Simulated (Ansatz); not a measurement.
# H10O3Si4: the cost of one run

Program: Ansatz 0.2.0. Level of theory: DFT PBE, Gaussian basis def2-SVP, and further levels as typed in the inputs. These are calculated values, not measurements.

### 1 The starting structure

Bond lengths (14 of 16 bonds, heavy atoms first): Si1–O2 1.723 Å, O2–Si3 1.721 Å, Si1–O4 1.723 Å, O4–Si5 1.721 Å, Si1–O6 1.723 Å, O6–Si7 1.721 Å, Si1–H8 1.479 Å, Si3–H9 1.472 Å, Si3–H10 1.470 Å, Si3–H11 1.472 Å, Si5–H12 1.472 Å, Si5–H13 1.470 Å, Si5–H14 1.472 Å, Si7–H15 1.470 Å. Angles (14 of 27 angles, heavy atoms first): Si1–O2–Si3 106.3°, O2–Si1–O4 109.0°, O2–Si1–O6 109.0°, O4–Si1–O6 109.0°, Si1–O4–Si5 106.3°, Si1–O6–Si7 106.3°, O2–Si1–H8 110.0°, O4–Si1–H8 110.0°, O6–Si1–H8 110.0°, O2–Si3–H9 110.2°, O2–Si3–H10 109.0°, O2–Si3–H11 110.4°, O4–Si5–H12 110.2°, O4–Si5–H13 109.0°.

Coordinates:

```xyz
17

Si   -0.0274   -0.1429    0.4745
O    -1.1672    0.7059    1.4485
Si   -0.7560    2.3725    1.3303
O    -0.5630   -1.7680    0.2731
Si   -1.8977   -1.7049   -0.8111
O     1.4978   -0.1511    1.2758
Si    2.6463   -0.7058    0.1209
H     0.0985    0.5143   -0.8440
H    -0.8963    2.8339   -0.0602
H    -1.6712    3.1531    2.1755
H     0.6207    2.5968    1.8008
H    -1.4655   -1.1911   -2.1208
H    -2.4301   -3.0628   -0.9952
H    -2.9662   -0.8543   -0.2619
H     3.9702   -0.7747    0.7564
H     2.7206    0.2299   -1.0127
H     2.2864   -2.0509   -0.3568
```

### 2 Relaxing the atoms: H10O3Si4

File input.yaml:

```yaml
crystal:
  periodic: [false, false, false]
  atoms:
    - { symbol: Si, position_ang: [-0.027375, -0.142874, 0.474478] }
    - { symbol: O, position_ang: [-1.16723, 0.70587, 1.448497] }
    - { symbol: Si, position_ang: [-0.755964, 2.372531, 1.330334] }
    - { symbol: O, position_ang: [-0.562987, -1.767969, 0.273136] }
    - { symbol: Si, position_ang: [-1.897675, -1.70491, -0.811066] }
    - { symbol: O, position_ang: [1.497777, -0.151095, 1.275849] }
    - { symbol: Si, position_ang: [2.646324, -0.705806, 0.120862] }
    - { symbol: H, position_ang: [0.098536, 0.514319, -0.844019] }
    - { symbol: H, position_ang: [-0.896342, 2.833915, -0.060179] }
    - { symbol: H, position_ang: [-1.671223, 3.153097, 2.175505] }
    - { symbol: H, position_ang: [0.620711, 2.596779, 1.800795] }
    - { symbol: H, position_ang: [-1.465487, -1.191099, -2.120769] }
    - { symbol: H, position_ang: [-2.43009, -3.062816, -0.995235] }
    - { symbol: H, position_ang: [-2.966166, -0.854267, -0.261898] }
    - { symbol: H, position_ang: [3.970173, -0.774746, 0.756445] }
    - { symbol: H, position_ang: [2.720641, 0.229934, -1.012707] }
    - { symbol: H, position_ang: [2.286376, -2.050863, -0.35675] }
basis:
  gaussian: { orbitals: def2-SVP }
hamiltonian:
  xc: pbe
relax:
  f_tol: 0.003
  max_steps: 150
output:
  orbitals: {}
```

On the command line:

```bash
$ ansatz run input.yaml --threads 4 --pin off --max-ram 10240MiB --backend cpu --events-out ev --progress --plain --runs-dir out
```

Q: Estimate wall time and peak memory on 4 threads of Arm Neoverse V1, shared host.

About 2.3 min, with a peak of 0.25 GiB.
